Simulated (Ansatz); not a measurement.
# CH₅BFNSi, SMILES C[Si]1(F)BN1: a rigid torsion scan

Run with Ansatz 0.2.0 through its Python package.

Script `torsion_ch5bfnsi.py`:
```python
"""Rigid torsion scan of CH5BFNSi."""

import logging
import sys

import ansatz as az
from ase import Atoms

logging.basicConfig(stream=sys.stdout, format="%(name)s: %(message)s")
logger = logging.getLogger("ch5bfnsi")
logger.setLevel(logging.INFO)


def main() -> None:
    atoms = Atoms(["C", "Si", "F", "B", "N", "H", "H", "H", "H", "H"], positions=[
        (-0.5754, -1.2883, -0.5768),
        (0.5116, -0.2564, 0.5122),
        (1.9281, -0.9632, 0.9967),
        (0.1394, 1.6368, 1.0282),
        (0.8745, 1.2707, -0.2425),
        (-0.8082, -2.2209, -0.1321),
        (-0.1252, -1.3744, -1.5798),
        (-1.5487, -0.6886, -0.7113),
        (-0.5402, 2.4227, 1.7184),
        (0.2272, 1.4104, -1.0102),
    ])

    # relax first, so that the scan starts from a minimum
    first = (
        az.Crystal.molecule_from_ase(atoms).calculation()
        .basis(gaussian="cc-pVDZ")
        .functional("r2scan")
        .relax(force_tolerance=0.02, max_steps=80)
    )
    atoms.positions = first.run(threads=1).report["positions_ang"]

    start = atoms.get_dihedral(2, 1, 0, 5)
    energies = {}
    for turn in range(0, 121, 15):
        turned = atoms.copy()
        turned.set_dihedral(2, 1, 0, 5, start + turn, indices=[0, 5, 6, 7])
        setup = az.Crystal.molecule_from_ase(turned).calculation()
        setup = setup.basis(gaussian="cc-pVDZ").functional("r2scan")
        energies[round((start + turn) % 360)] = setup.run(threads=1).report["free_energy_ev"]
    floor = min(energies.values())
    logger.info("dihedral F2-Si1-C0-H5 (deg)   E - E(min) (eV)")
    for angle, e in sorted(energies.items()):
        logger.info(f"{angle:8d} {(e - floor):14.3f}  " + "#" * int(30 * (e - floor) / max(max(energies.values()) - floor, 1e-9)))


if __name__ == "__main__":
    main()
```

Output of `python torsion_ch5bfnsi.py`:
```text
ch5bfnsi: dihedral F2-Si1-C0-H5 (deg)   E - E(min) (eV)
ch5bfnsi:       66          0.000
ch5bfnsi:       81          0.007  ####
ch5bfnsi:       96          0.024  ##############
ch5bfnsi:      111          0.041  #########################
ch5bfnsi:      126          0.049  ##############################
ch5bfnsi:      141          0.042  #########################
ch5bfnsi:      156          0.025  ###############
ch5bfnsi:      171          0.008  #####
ch5bfnsi:      186          0.001
```

The scan is rigid and the energies are electronic, in a modest basis. With rigid groups the curve can differ much from the relaxed path, the start wasn't checked as a minimum of this torsion, and equivalent turns needn't return to the same energy. Hardware and time: 2.3 min on 1 thread of Arm Neoverse V1, with other jobs on the host, peak memory 0.27 GiB.
